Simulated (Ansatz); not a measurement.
# WF (R3m) in Ansatz: a series of runs

One crystal, WF, is run at these levels: LDA, PBE; tasks: band structure.

Everything below comes from runs of Ansatz 0.2.0. Logs are shortened: lines on timing, memory, paths and dates and some standing lists are left out, and cuts for length are marked.

### 1 The structure

Symmetry: R3m, No. 160, trigonal system. Conventional cell: a = 2.732 Å, b = 2.732 Å, c = 15.209 Å, α = 90.00°, β = 90.00°, γ = 120.00°. W (site symmetry 3m) is surrounded by 1 F at 1.87 Å. F (site symmetry 3m) is surrounded by 1 W at 1.87 Å.

The cell was built by a generator and needn't be a form met in nature.

### 2 Band structure, LDA

input.yaml reads:

```yaml
crystal:
  lattice:
    - [1.36589, 0.7886, 5.0696]
    - [-1.36589, 0.7886, 5.0696]
    - [0.0, -1.57719, 5.0696]
  atoms:
    - { symbol: W, position: [0.81412, 0.81412, 0.81412] }
    - { symbol: F, position: [0.93712, 0.93712, 0.93712] }
hamiltonian:
  xc: lda
  pseudopotentials: { kind: paw }
kpoints:
  mp_grid: { grid: [11, 11, 11] }
  band_path:
    path:
      - [[0.0, 0.0, 0.0], [0.5, 0.0, 0.0], [0.5, 0.1827980402, -0.1827980402]]
      - [[0.8172019598, 0.5, 0.1827980402], [0.5, 0.5, 0.5], [0.0, 0.0, 0.0], [0.3413990201, 0.0, -0.3413990201]]
      - [[0.6586009799, 0.3413990201, 0.0], [0.5, 0.5, 0.0], [0.6586009799, 0.6586009799, 0.1827980402], [0.5, 0.5, 0.5]]
      - [[0.5, 0.0, 0.0], [0.8172019598, 0.3413990201, 0.3413990201]]
    npoints: 14
scf:
  occupations: { method: fermi_dirac, width: 0.05 }
  n_extra_bands: 6
output:
  forces: true
  stress: true
  eigenvalues: true
  fatbands: true
```

Potentials or basis: Ansatz PAW.

The run is started by

```
$ ansatz run input.yaml --threads 2 --pin off --max-ram 5632MiB --backend cpu --events-out ev --progress --plain --runs-dir out
```

Standard output:

```text
Warning: RAYON_NUM_THREADS=2 ignored (pool sized by the plan → 2); use --threads N
basis.fft_grid_basis auto: the FFT boxes are laid along the combinations [[1, 0, -1], [0, 1, -1], [0, 0, 1]] of the cell's own vectors, 2.732, 2.732 and 5.309 Å long. The dense box has 20×20×36 points. Along the cell's own vectors, as sized, it would have 36×36×36, 3.24 times as many. Of the 6 symmetry operations that the crystal satisfies within crystal.symmetry.tolerance (time reversal apart; of a slab, those that keep its plane) the dense box along the cell's own vectors carries 6, and the one as laid loses 4 of those. basis.fft_grid_basis: typed keeps the cell's own vectors: state it where this run's energies or levels are differenced outside the engine with another run's, or held beside a run that keeps those vectors.
scf.n_extra_bands = 6 over 11 filled bands (N_el = 21.0): the run solves 17 bands
Engine: ansatz 0.2.0, aarch64-unknown-linux-gnu
Pseudopotentials: kind: paw
Pseudopotential: W, paw, valence charge 14, recommended cutoff 420 eV (normal), W.paw.azcp
Pseudopotential: F, paw, valence charge 7, recommended cutoff 420 eV (normal), F.paw.azcp
Functional definition: SPW92
  exchange = slater_x
  correlation = pw_c
Crystal: 2 atoms, lattice volume = 32.764 Å³
Basis set: ecut = 420 eV, 635 PW (Γ), FFT grids on a1−a3, a2−a3, a3
Bands: 17, of which v1, the nominal top of the filled ones, is band 11 counted from 1 (10 counted from 0)
Symmetry: 6 space group operations
Space group: R3m (ITA 160), of the structure as read, at distance tolerance 3.2e-5 Å
k-points: 146 of 1331 (time reversal used)
Non-local potential: W, projectors of the file, l = 0: 3, l = 1: 2, l = 2: 2, l = 3: 1
Non-local potential: F, projectors of the file, l = 0: 2, l = 1: 2, l = 2: 1
PAW form: soft (Blöchl's): semilocal exchange-correlation on the pseudo side does not see the compensation charge
PAW frozen core: W, regenerated for the run's functional, and the local potential with it (the file was generated under x = pbe(κ = 0.804, μ = 0.2195149727645171), c = pbe(β = 0.06672455060314922))
PAW frozen core: F, regenerated for the run's functional, and the local potential with it (the file was generated under x = pbe(κ = 0.804, μ = 0.2195149727645171), c = pbe(β = 0.06672455060314922))
PAW one-centre angular grid: W, 590 points (default); XC on 64 Gauss nodes
PAW one-centre angular grid: F, 110 points (default); XC on 64 Gauss nodes
Initial density: superposition of atomic densities (neutral atoms: chi_scale 0, normalization atom), corrected by the library's trained network
Initial wavefunctions: pseudopotential atomic-orbital guess
Functional: x = slater, c = lda
SCF iter   1: F=—  HF=-10921.899626 eV  |F-HF|=—  |Δ(HF+E_count)|=         —  Δρ=2.30e-2  dr2=2.05e-1  ethr=1.77e-3  ⟨swp⟩=6.0  Hψ=13674  notcnv=0  defer=8
preconditioner: auto → LDOS  [metal: Δε(μ)=0.035 eV  Ē_g=14.223 eV  σ=0.050 eV  W_gap=0.18  n_scr=4 (ndim 8)  ℏωp=23.4 eV  f_vac=0.066  D(μ)=1.03/eV (n_scr^D=2)  β→1.0]
SCF iter   2: F=—  HF=-10921.868530 eV  |F-HF|=—  |Δ(HF+E_count)|=   3.11e-2  Δρ=1.58e-2  dr2=1.07e-1  ethr=9.76e-4  ⟨swp⟩=3.0  Hψ=5600  notcnv=0  defer=242
SCF iter   3: F=—  HF=-10921.835262 eV  |F-HF|=—  |Δ(HF+E_count)|=   3.33e-2  Δρ=2.33e-3  dr2=2.35e-3  ethr=5.08e-4  ⟨swp⟩=3.2  Hψ=4279  notcnv=0  defer=242
SCF iter   4: F=—  HF=-10921.834729 eV  |F-HF|=—  |Δ(HF+E_count)|=   5.34e-4  Δρ=6.08e-4  dr2=1.16e-4  ethr=1.12e-5  ⟨swp⟩=2.7  Hψ=3576  notcnv=0  defer=242
SCF iter   5: F=—  HF=-10921.834718 eV  |F-HF|=—  |Δ(HF+E_count)|=   1.08e-5  Δρ=9.56e-5  dr2=2.33e-6  ethr=5.50e-7  ⟨swp⟩=2.2  Hψ=2845  notcnv=0  defer=242
SCF iter   6: F=—  HF=-10921.834718 eV  |F-HF|=—  |Δ(HF+E_count)|=   3.47e-7  Δρ=2.75e-5  dr2=1.40e-7  ethr=1.11e-8  ⟨swp⟩=2.2  Hψ=3311  notcnv=0  defer=242
SCF iter   7: F=-10921.834718 eV  HF=-10921.834718 eV  |F-HF|=1.27e-9  |Δ(HF+E_count)|=   1.98e-8  Δρ=5.13e-6  dr2=4.01e-9  ethr=4.76e-10  ⟨swp⟩=9.3  Hψ=11130  notcnv=0
SCF 1 converged in 7 iterations: F = -10921.834718 eV  dr2 = 4.01e-9
NSCF: frozen V_eff on 130 k-points
SCF converged after 7 iterations
Free energy (F): -10921.834718 eV
Harris-Foulkes:  -10921.834718 eV  (|F-HF|=1.27e-9)
Internal energy: -10921.824591 eV  (E = F + TS)
E sigma→0 (E₀):  -10921.829655 eV
Entropy (-TS):   -0.010127 eV (-5.063 meV/atom)
Fermi energy:    10.392892 eV
--- Per-component energies (eV) ---
  E_band       = -250.301862
  E_kinetic    = 650.537123
  E_local      = -1766.930439  (includes V_loc(G=0)·N_el)
  E_nonlocal   = 83.617809
  E_hartree    = 657.365985
  E_xc         = -339.783161
  E_vxc        = -335.710617  (∫ρ·V_xc dr)
  E_paw        = -8496.753176  (= ΣΔE_a)
  E_vpaw       = -196.547838  (= ΣTr[D̂ρ^β])
  E_aug_tail   = 0.001950  (compensation charges beyond the density's cutoff)
  E_ewald      = -1710.277086
  E_core_change = 0.396405  (= ΣΔE_core)
  E_smearing   = -0.010127  (= −TS)
  E_closure    = -0.000000  (closes the sum)
  Σ components = -10921.834718   (vs F -10921.834718, Δ=0.00e0)
--- Forces (eV/Å), atoms counted from 1 ---
  atom   1  W      0.00000000     0.00000025     0.74569101
  atom   2  F     -0.00000000    -0.00000025    -0.74565845
  max |Σ_I F_I| component: 3.26e-5 eV/Å
--- Stress (GPa, compression-positive) ---
       -8.284513       0.000000      -0.000000
        0.000000      -8.284513      -0.000001
       -0.000000      -0.000001     -10.373366
  P = ⅓ Tr σ = -8.9808 GPa (-89.808 kbar)
--- Band table (eV; the first three rows and the last of 146) ---
  k-point 0: bands = ["-63.6533", "-28.3550", "-27.0584", "-27.0584", "-13.3721", "3.7622", "3.8322", "6.3829", "6.3829", "10.0334", "10.2017", "10.2017", "14.0380", "14.0380", "16.3471", "21.4692", "25.0715"]
  k-point 1: bands = ["-63.6438", "-28.3400", "-27.1671", "-27.0830", "-13.3331", "3.8196", "4.1785", "6.1678", "6.3397", "9.8806", "10.0667", "10.5417", "13.4369", "13.9413", "17.2962", "21.5831", "25.8862"]
  k-point 2: bands = ["-63.6183", "-28.2996", "-27.4519", "-27.1486", "-13.2272", "3.9009", "4.9002", "5.8528", "6.2253", "9.2949", "10.0434", "11.5257", "12.8226", "13.6938", "18.9045", "21.9370", "27.4245"]
  k-point 145: bands = ["-63.6438", "-28.3419", "-27.1671", "-27.0831", "-13.3020", "3.0829", "4.4320", "6.1410", "6.3497", "9.8851", "10.5412", "11.1887", "13.6945", "13.9036", "16.3981", "22.9813", "25.7888"]
```

Run time: 7.5 s. Hardware: 2 threads of Arm Neoverse V1, shared host; peak memory 0.36 GiB.

Results:

```yaml
Free_energy: -10921.8347 eV
Pressure: -9.0 GPa
Largest_force: 0.746 eV/Å
Band_gap_on_the_k_mesh: none (metal or under the smearing width)
```

Forces on the atoms (eV/Å):
```
W    0.000  0.000  0.746
F    0.000  0.000 -0.746
```

Stress tensor (GPa, compression positive):
```
 -8.28   0.00   0.00
  0.00  -8.28   0.00
  0.00   0.00 -10.37
```

Levels at the corners of the path, in eV from the Fermi level:
```tsv
point	band 6	band 7	band 8	band 9	band 10	band 11	band 12	band 13	band 14	band 15
Γ	-6.63	-6.56	-4.01	-4.01	-0.36	-0.19	-0.19	3.65	3.65	5.95
L	-6.82	-6.18	-4.59	-4.53	-1.60	2.57	3.21	4.05	6.02	9.57
B1	-6.23	-6.10	-5.82	-1.25	-0.83	-0.05	0.07	3.94	8.27	10.45
B	-6.23	-6.10	-5.82	-1.25	-0.83	-0.05	0.07	3.94	8.27	10.45
Z	-7.46	-6.26	-4.00	-4.00	-0.19	-0.19	0.90	3.61	3.61	5.45
Γ	-6.63	-6.56	-4.01	-4.01	-0.36	-0.19	-0.19	3.65	3.65	5.95
X	-6.19	-6.09	-5.88	-1.14	-0.87	-0.03	-0.01	3.92	8.22	10.69
Q	-6.19	-6.09	-5.88	-1.14	-0.87	-0.03	-0.01	3.92	8.22	10.69
F	-6.89	-6.32	-4.59	-4.50	-1.35	2.47	3.48	4.12	6.02	9.13
P1	-6.87	-6.29	-4.58	-4.51	-1.40	2.50	3.56	3.85	5.95	9.31
Z	-7.46	-6.26	-4.00	-4.00	-0.19	-0.19	0.90	3.61	3.61	5.45
L	-6.82	-6.18	-4.59	-4.53	-1.60	2.57	3.21	4.05	6.02	9.57
P	-6.87	-6.29	-4.58	-4.51	-1.40	2.50	3.56	3.85	5.95	9.31
```

Caveat: the pressure holds a Pulay correction of +0.5 GPa for the finite cutoff; spin-orbit coupling is left out, which moves the levels of the heavy elements; an odd number of electrons without spin polarisation forces a metal; a magnetic or distorted state may lie lower; the PAW data sets come from PBE, with cores solved anew for the run's functional, which leaves a small shift of forces and pressure.

### 3 Band structure, PBE

input.yaml: that of step 2 with these lines changed.

```diff
@@ -9,3 +9,3 @@
 hamiltonian:
-  xc: lda
+  xc: pbe
   pseudopotentials: { kind: paw }
@@ -27,2 +27,2 @@
   eigenvalues: true
-  fatbands: true
+  fatbands: false
```

Potentials or basis: Ansatz PAW.

The run is started by

```
$ ansatz run input.yaml --threads 2 --pin off --max-ram 5632MiB --backend cpu --events-out ev --progress --plain --runs-dir out
```

It took 6.5 s on 2 threads of Arm Neoverse V1, shared host; peak memory 0.37 GiB.

It converged, with:

```
Free energy            : -11191.5368 eV
Pressure               : 0.5 GPa
Band gap on the k mesh : none (metal or under the smearing width)
```

Forces on the atoms (eV/Å):
```
W    0.000  0.000 -0.003
F    0.000  0.000  0.003
```

Stress tensor (GPa, compression positive):
```
 0.95  0.00  0.00
 0.00  0.95  0.00
 0.00  0.00 -0.29
```

Levels at the corners of the path, in eV from the Fermi level:
```csv
point,band 6,band 7,band 8,band 9,band 10,band 11,band 12,band 13,band 14,band 15
Γ,-6.66,-6.55,-4.03,-4.03,-0.29,-0.18,-0.18,3.67,3.67,6.02
L,-6.77,-6.17,-4.62,-4.53,-1.61,2.60,3.30,3.99,6.03,9.62
B1,-6.20,-6.07,-5.79,-1.30,-0.88,-0.05,0.07,4.04,8.36,10.49
B,-6.20,-6.07,-5.79,-1.30,-0.88,-0.05,0.07,4.04,8.36,10.49
Z,-7.43,-6.28,-4.02,-4.02,-0.19,-0.19,0.94,3.64,3.64,5.55
Γ,-6.66,-6.55,-4.03,-4.03,-0.29,-0.18,-0.18,3.67,3.67,6.02
X,-6.17,-6.05,-5.85,-1.19,-0.92,-0.02,-0.01,4.02,8.31,10.74
Q,-6.17,-6.05,-5.85,-1.19,-0.92,-0.02,-0.01,4.02,8.31,10.74
F,-6.84,-6.30,-4.62,-4.51,-1.37,2.49,3.49,4.14,6.03,9.20
P1,-6.82,-6.27,-4.61,-4.51,-1.42,2.52,3.54,3.90,5.97,9.37
Z,-7.43,-6.28,-4.02,-4.02,-0.19,-0.19,0.94,3.64,3.64,5.55
L,-6.77,-6.17,-4.62,-4.53,-1.61,2.60,3.30,3.99,6.03,9.62
P,-6.82,-6.27,-4.61,-4.51,-1.42,2.52,3.54,3.90,5.97,9.37
```

Caveat: the pressure holds a Pulay correction of +0.4 GPa for the finite cutoff; spin-orbit coupling is left out, which moves the levels of the heavy elements; an odd number of electrons without spin polarisation forces a metal; a magnetic or distorted state may lie lower.
